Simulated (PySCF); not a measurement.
# Cu2I4 (Cu2(I)4): the cost of one run

Programs: PySCF 2.14.0, with routines of our own; each step states its level. All values are computed. Atoms count from 0.

## 1. The starting structure

6 atoms, charge 0, high-spin multiplicity 3; geometry from: GFN2-xTB.

The system (coupled pair): Cu2(I)4. The spin sites are atom 0 (1 unpaired) and atom 3 (1 unpaired).

## 2. Relaxing the molecule at PBE-D3(BJ)/def2-SVP, multiplicity 3

What the job is given:

```
{"job": {"kind": "geom", "xc": "PBE", "basis": {"default": "def2-SVP", "H": "def2-SV(P)"}, "d3": "d3bj", "grid": 1, "mult": 3, "maxiter": 35}, "charge": 0, "multiplicity": 3, "spin_sites": [[[0], 1], [[3], 1]]}
Cu    -1.240430    -1.103810    -0.533220
I     -3.406690    -2.321950    -0.504690
I      1.142770    -0.701310    -1.373150
Cu     1.226360     1.133090     0.498750
I      3.472840     2.183600     0.653360
I     -1.194850     0.810370     1.258950
```

On the command line:

```console
OMP_NUM_THREADS=1 python exch_run.py task.json out
```

One launch serves the whole session: the jobs run in the order shown.

**Question.** How long does this first job take on 1 thread of Arm Neoverse V1, shared host, and how much memory does it need?

About 12 min, with a peak of 0.68 GiB.
